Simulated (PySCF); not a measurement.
**The bond of AlTl+, level by level**

The task here is to estimate one member of a computed series from the others.

Method: Al cc-pV(D+d)Z, Tl cc-pVDZ-PP with ECP60, scalar-relativistic core potentials; program: PySCF 2.14.0.

Set-up of the first run:

A driver script around PySCF takes these settings:

| Property | Result |
| --- | --- |
| atoms | Al, Tl |
| charge | 1 |
| basis | Al cc-pV(D+d)Z, Tl cc-pVDZ-PP with ECP60 |
| Hamiltonian | scalar-relativistic core potentials |
| basis functions | 46 |
| electrons treated | 33 |
| masses in u | 26.9815, 204.9744 |
| levels | PBE0, PBE, r²SCAN, B3LYP, r²SCANh, MN15, HF, MP2, SCS-MP2, CCSD, CCSD(T) |
| grid | 80 radial by 434 angular points |
| occupations | held fixed by the projection of orbital angular momentum |
| dissociation limit | Al+ + Tl, each in its ground configuration |
| starting distance in angstrom | 2.725 |
| values of 2S to try | 1, 3 |

On the command line:

```bash
$ OMP_NUM_THREADS=1 python dia.py task.json out
```

Among the steps run: Set-up; First curve: PBE0; Higher solutions at PBE0; PBE (GGA); r²SCAN; B3LYP (global hybrid GGA); r²SCANh; MN15; UHF; Adding correlation.

One table of the session follows, with a row left open; its other results are not shown here.

Energy (eV) from each level's lowest point:

| R (Å) | UHF | UHF-MP2 | UHF-SCS-MP2 | UHF-CCSD | UHF-CCSD(T) |
| --- | --- | --- | --- | --- | --- |
| 2.990 | 0.264 | 0.194 | 0.214 | n/a | n/a |
| 3.129 | 0.133 | 0.085 | 0.099 | 0.093 | 0.088 |
| 3.268 | 0.054 | 0.026 | 0.034 | 0.030 | 0.027 |
| 3.373 | ? | ? | ? | ? | ? |
| 3.477 | 0.004 | 0.000 | 0.000 | 0.000 | 0.000 |
| 3.581 | 0.000 | 0.006 | 0.003 | 0.005 | 0.006 |
| 3.720 | 0.009 | 0.027 | 0.020 | 0.024 | 0.027 |
| 3.894 | 0.038 | 0.069 | 0.056 | 0.064 | 0.069 |
| 4.103 | 0.088 | 0.131 | 0.114 | 0.125 | 0.131 |
| 4.381 | 0.168 | 0.225 | 0.202 | n/a | n/a |

**Question.** Estimate the row for R (Å) = 3.373.

Worked estimate for «UHF». A straight line through the neighbours (3.268, 0.054) and (3.477, 0.004) gives 0.054 + (0.004 − 0.054) × (3.373 − 3.268) / (3.477 − 3.268) = 0.029; a parabola fitted to 4 rows on both sides gives 0.020.

As computed: UHF: 0.021; UHF-MP2: 0.005; UHF-SCS-MP2: 0.009; UHF-CCSD: 0.007; UHF-CCSD(T): 0.006. In «UHF» the line misses by +0.008 and the parabola by -0.001.
